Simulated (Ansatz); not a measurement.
# C2H5F3Si: one species, many methods

Aim: compute C2H5F3Si with functionals from several rungs and with coupled cluster. The yardstick is the atomisation energy at the CCSD(T) limit.

Computed with Ansatz 0.2.0, Gaussian basis. Level: functionals in def2-TZVPP, the program's frozen cores in correlated methods.

The runs, in order: LDA (SPW92), PBE-D4, revPBE-D4, BLYP-D4, r2SCAN-D4, B97M-V, PBE0-D4, B3LYP-D4, r2SCANh-D4, r2SCAN0-D4, HSE06-D4, BHLYP-D4, CAM-B3LYP-D4, LC-ωPBE, ωB97X-V, ωB97M-V, B2PLYP, PBE-QIDH; CCSD(T)/def2-SVP; CCSD(T)/def2-TZVPP; MP2/def2-QZVPP; extrapolation to the limit; RPA on PBE.

### 1 The geometry

An earlier PBE0-D4 in a triple-zeta def2 set relaxation fixed the geometry.

SMILES `C[SiH2]C(F)(F)F`, 11 atoms, charge 0, spin multiplicity 1.

Atoms are counted from 1 here; the program's logs count them from 0.

Bond lengths: C1–Si2 1.859 Å, C1–H7 1.092 Å, C1–H8 1.092 Å, C1–H9 1.092 Å, Si2–C3 1.934 Å, Si2–H10 1.483 Å, Si2–H11 1.483 Å, C3–F4 1.349 Å, C3–F5 1.345 Å, C3–F6 1.349 Å. Angles: Si2–C1–H7 110.6°, Si2–C1–H8 110.6°, Si2–C1–H9 110.6°, H7–C1–H8 108.3°, H7–C1–H9 108.3°, H8–C1–H9 108.4°, C1–Si2–C3 108.3°, C1–Si2–H10 112.9°, C1–Si2–H11 112.9°, C3–Si2–H10 106.0°, C3–Si2–H11 106.0°, H10–Si2–H11 110.3°, Si2–C3–F4 111.8°, Si2–C3–F5 112.8°, Si2–C3–F6 111.8°, F4–C3–F5 106.8°, F4–C3–F6 106.5°, F5–C3–F6 106.7°.

### 2 LDA

This LDA is Slater exchange with PW92 correlation.

Contents of in.yaml:

```yaml
crystal:
  periodic: [false, false, false]
  atoms:
    - {symbol: C, position_ang: [-0.349503, -1.159823, 1.051027]}
    - {symbol: Si, position_ang: [0.666749, -0.359064, -0.284474]}
    - {symbol: C, position_ang: [-0.163032, 1.324630, -0.749836]}
    - {symbol: F, position_ang: [-1.424984, 1.155787, -1.194779]}
    - {symbol: F, position_ang: [0.502619, 1.984658, -1.713676]}
    - {symbol: F, position_ang: [-0.238628, 2.156051, 0.309468]}
    - {symbol: H, position_ang: [0.087455, -2.116593, 1.345262]}
    - {symbol: H, position_ang: [-1.368048, -1.341872, 0.702084]}
    - {symbol: H, position_ang: [-0.396661, -0.519374, 1.934167]}
    - {symbol: H, position_ang: [2.043117, -0.026976, 0.157419]}
    - {symbol: H, position_ang: [0.706214, -1.154325, -1.535861]}
basis:
  gaussian: {orbitals: def2-TZVPP}
hamiltonian: {xc: lda}
output: {orbitals: {seedname: orbitals}}
```

Command:

```bash
$ ansatz run in.yaml --threads 4 --pin off --events-out ev --progress --plain --max-ram 10444MiB
```

The runs that follow: PBE-D4 (GGA); revPBE-D4 (GGA); BLYP-D4 (GGA); r2SCAN-D4 (meta-GGA); B97M-V (meta-GGA); B3LYP-D4 (hybrid); r2SCANh-D4 (hybrid); r2SCAN0-D4 (hybrid); HSE06-D4 (hybrid); BHLYP-D4 (hybrid); CAM-B3LYP-D4 (range-separated); LC-ωPBE (range-separated); ωB97X-V (range-separated); ωB97M-V (range-separated); B2PLYP (double hybrid); PBE-QIDH (double hybrid); CCSD(T) in def2-SVP; CCSD(T) in def2-TZVPP; MP2 in def2-QZVPP; RPA on PBE orbitals.

Before running them: what should the planned runs give, taken together? Wanted: atomisation energy, CCSD(T)/CBS; farthest beyond LDA; mean size of error, GGA; mean size of error, meta-GGA; mean size of error, hybrid; mean size of error, range-separated; mean size of error, double hybrid; gap, smallest and largest; T1 diagnostic.

The runs gave:

```
                               quantity                                                                       value
        atomisation energy, CCSD(T)/CBS                                                              967.3 kcal/mol
functionals within 4.8 kcal/mol (0.5 %)  BLYP-D4, B97M-V, PBE0-D4, B3LYP-D4, r2SCANh-D4, HSE06-D4, LC-ωPBE, ωB97M-V
                    farthest beyond LDA                                                   BHLYP-D4 (-37.2 kcal/mol)
                mean size of error, GGA                                                                9.9 kcal/mol
           mean size of error, meta-GGA                                                                2.8 kcal/mol
             mean size of error, hybrid                                                               10.1 kcal/mol
    mean size of error, range-separated                                                                4.5 kcal/mol
      mean size of error, double hybrid                                                                9.8 kcal/mol
              gap, smallest and largest                                   7.24 eV (LDA (SPW92)), 14.51 eV (LC-ωPBE)
                          T1 diagnostic                                                                      0.0121
triples share of the correlation energy                                                                       3.2 %
```

What this shows: LDA overbinds by 160.6 kcal/mol (17 %). PBE-D4 is off by +23.7 kcal/mol. Double hybrids carry the basis error of their MP2 part in triple zeta, and no dispersion term here, so their miss is partly the set-up's. The rungs meta-GGA, range-separated miss on average by less than the doubt on the reference (4.8 kcal/mol), so they tie. Misses under about 4.8 kcal/mol are within the doubt on the reference itself, which lacks core-valence correlation, relativity and higher excitations. Hartree-Fock recovers 72 % of the binding; the rest is correlation. CCSD(T) in def2-SVP is off by -51.9 kcal/mol, worse than the median functional, from the basis alone. Orbital gaps span 7.2 to 14.5 eV; exact exchange widens them.
